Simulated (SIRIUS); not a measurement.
Runs of SIRIUS 7.10.0 on TiP5. It takes space group F-43m (No. 216, cubic). Conventional cell: a = 7.066 Å, b = 7.066 Å, c = 7.066 Å, α = 90.00°, β = 90.00°, γ = 90.00°. Ti (site symmetry -43m) is surrounded by 16 P at 2.93 to 3.06 Å. P (site symmetry -43m) has 12 P at 2.93 Å and 4 Ti at 3.06 Å as nearest neighbours. P (site symmetry 3m) is surrounded by 6 P at 2.48 to 2.51 Å. The cell was built by a generator and needn't be a form met in nature.

| level | gap on the mesh (eV) | pressure (GPa) | largest force (eV/Å) |
| --- | --- | --- | --- |
| LDA | none | -2.8 | 0.26 |
| PBE | none | 1.2 | 0.21 |
| AM05 | none | -3.9 | 0.23 |
| SOGGA | none | (b) | 0.24 |
| LDA-PZ | none | -2.7 | 0.26 |
| RPBE | none | 2.5 | 0.19 |
| LDA-VWN | none | -2.9 | 0.26 |
| PW91 | none | 2.5 | 0.21 |
| BLYP | none | (a) | 0.19 |
| PBEsol | none | -2.3 | 0.23 |
| revPBE | none | (c) | 0.19 |

Alike in all rows: task single point; potentials or basis PseudoDojo 0.4.1 PBE standard (scalar relativistic); no spin polarisation; cell as given; k mesh 3 × 3 × 3; cutoff (eV) 1152; smearing fermi-dirac 0.05 eV; the mesh is coarse, so values aren't converged.

Q: Fill in the values left out.

A: (a) 11.6; (b) -4.9; (c) 2.2.

Caveats: all runs use coarse meshes; the potentials were made for another functional, which shifts forces and pressure (some runs).

A gap of «none» marks a metal or a gap under the smearing width.
